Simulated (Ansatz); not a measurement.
# B2H6OSi, SMILES BB[SiH2]O: a rigid scan of one bond length

Computed with Ansatz's Python interface.

Contents of `b2h6osi.xyz`:
```text
10

B    -0.97090    1.45240   -0.20870
B     0.48240    0.87400    0.08230
Si    0.67800   -1.02340    0.38320
O     0.26020   -1.89240   -0.98490
H    -1.95860    0.77700   -0.26750
H    -1.15210    2.67130   -0.41110
H     1.45140    1.59540    0.11600
H    -0.04480   -1.40750    1.56200
H     2.13480   -1.29450    0.68970
H    -0.79720   -1.80350   -0.95800
```

The cells in order, each with its output:

**Cell 1**
```python
import ansatz as az
import numpy as np

molecule = az.Crystal.molecule_from_extxyz("b2h6osi.xyz")
```

**Cell 2**
```python
symbols = [site.symbol for site in molecule.cartesian_sites]
start = np.array([site.position_ang for site in molecule.cartesian_sites])
axis = (start[5] - start[0]) / np.linalg.norm(start[5] - start[0])
moving = [5]
lengths, energies = [1.06, 1.15, 1.25, 1.37, 1.56, 1.87, 2.25, 2.75], []
for length in lengths:
    xyz = start.copy()
    xyz[moving] += (length - np.linalg.norm(start[5] - start[0])) * axis
    point = az.Crystal.molecule()
    for symbol, xyz in zip(symbols, xyz):
        point = point.atom(symbol, xyz.tolist())
    model = (
        point.calculation()
        .basis(gaussian="cc-pVDZ")
        .functional("r2scan0")
        .spin("collinear")
    )
    report = model.run(threads=1).report
    energies.append(report["free_energy_ev"])
    print(f"r = {length:6.3f} A  E = {energies[-1]:.5f} eV  <S^2> = {abs(report['mean_field']['state']['spin_squared']):.3f}")

print("energy above the lowest point (eV):", [round(e - min(energies), 3) for e in energies])
```
Output:
```text
r =  1.060 A  E = -11368.85737 eV  <S^2> = 0.000
r =  1.150 A  E = -11369.14536 eV  <S^2> = 0.000
r =  1.250 A  E = -11369.17066 eV  <S^2> = 0.000
r =  1.370 A  E = -11368.95529 eV  <S^2> = 0.000
r =  1.560 A  E = -11368.34712 eV  <S^2> = 0.000
r =  1.870 A  E = -11367.17999 eV  <S^2> = 0.000
r =  2.250 A  E = -11366.13734 eV  <S^2> = 0.868
r =  2.750 A  E = -11365.82467 eV  <S^2> = 1.022
energy above the lowest point (eV): [0.313, 0.025, 0.0, 0.215, 0.824, 1.991, 3.033, 3.346]
```

What to keep in mind:
- Total energies depend on the basis set; only differences at equal settings carry meaning.
- The rest of the molecule is held rigid at a force-field or estimated start geometry, and the basis set is modest; single-reference methods fail as a bond breaks.
- The expectation value of S² is noticeably off S(S+1) in at least one run, so that state is spin-contaminated.
- Wall time of the script: 3.3 min on 1 thread of Arm Neoverse V2, with other jobs on the host, peak memory 0.36 GiB.

(Lines on the test bed's own set-up are left out of the output.)
